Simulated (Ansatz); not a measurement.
# CH₄N₂OSi: basis-set convergence

How large a basis does CH₄N₂OSi need? Two functionals are run in growing sets.

The runs use Ansatz 0.2.0, Gaussian basis; one geometry, several basis sets.

The runs, in order: PBE0-D4/def2-SVP; ωB97M-V/def2-SVP; PBE0-D4/def2-QZVPP; ωB97M-V/def2-QZVPP; the functionals' def2-TZVPP values are taken from earlier runs.

### 1 The relaxed structure

All runs share one geometry, relaxed beforehand with PBE0-D4 in a triple-zeta def2 set.

SMILES `N=C1N[SiH2]O1`, 9 atoms, charge 0, spin multiplicity 1.

Atoms are counted from 1 here; the program's logs count them from 0.

Bond lengths: N1–C2 1.251 Å, N1–H6 1.015 Å, C2–N3 1.388 Å, C2–O5 1.395 Å, N3–Si4 1.720 Å, N3–H7 1.002 Å, Si4–O5 1.686 Å, Si4–H8 1.480 Å, Si4–H9 1.480 Å. Angles: C2–N1–H6 111.1°, N1–C2–N3 129.4°, N1–C2–O5 129.0°, N3–C2–O5 101.6°, C2–N3–Si4 89.3°, C2–N3–H7 122.8°, Si4–N3–H7 147.8°, N3–Si4–O5 78.5°, N3–Si4–H8 117.7°, N3–Si4–H9 117.7°, O5–Si4–H8 114.5°, O5–Si4–H9 114.6°, H8–Si4–H9 110.5°, C2–O5–Si4 90.5°.

### 2 PBE0-D4 in def2-SVP

The input, in.yaml:

```yaml
crystal:
  periodic: [false, false, false]
  atoms:
    - {symbol: N, position_ang: [0.104485, 1.712953, -1.228912]}
    - {symbol: C, position_ang: [-0.004877, 0.703283, -0.498500]}
    - {symbol: N, position_ang: [0.976471, -0.168047, -0.045922]}
    - {symbol: Si, position_ang: [-0.232416, -1.065993, 0.786152]}
    - {symbol: O, position_ang: [-1.152162, 0.156323, 0.076192]}
    - {symbol: H, position_ang: [-0.798361, 2.148199, -1.387133]}
    - {symbol: H, position_ang: [1.945348, -0.064374, -0.280028]}
    - {symbol: H, position_ang: [-0.537306, -2.428533, 0.295399]}
    - {symbol: H, position_ang: [-0.212582, -1.040109, 2.265752]}
basis:
  gaussian: {orbitals: def2-SVP}
hamiltonian: {xc: pbe0, dispersion: d4}
output: {orbitals: {seedname: orbitals}}
```

On the command line:

```console
> ansatz run in.yaml --threads 2 --pin off --events-out ev --progress --plain --max-ram 4352MiB
```

After this run come: ωB97M-V in def2-SVP; PBE0-D4 in def2-QZVPP; ωB97M-V in def2-QZVPP.

Q: Predict the results of all the runs planned. Wanted: PBE0-D4: double and triple zeta above quadruple; ωB97M-V: double and triple zeta above quadruple.

The runs gave:

```
                                       quantity           value
PBE0-D4: double and triple zeta above quadruple  10.72, 0.62 eV
ωB97M-V: double and triple zeta above quadruple  10.88, 0.57 eV
```

**Reading.** For PBE0-D4 the step from double to triple zeta gains 10.10 eV and the next only 0.62 eV. These are total energies; as a rule much of such shifts cancels in differences, which this series doesn't test. The LUMO of ωB97M-V is positive and keeps falling with the basis (1.70 to 0.71 eV): an unbound level that the basis holds in place.
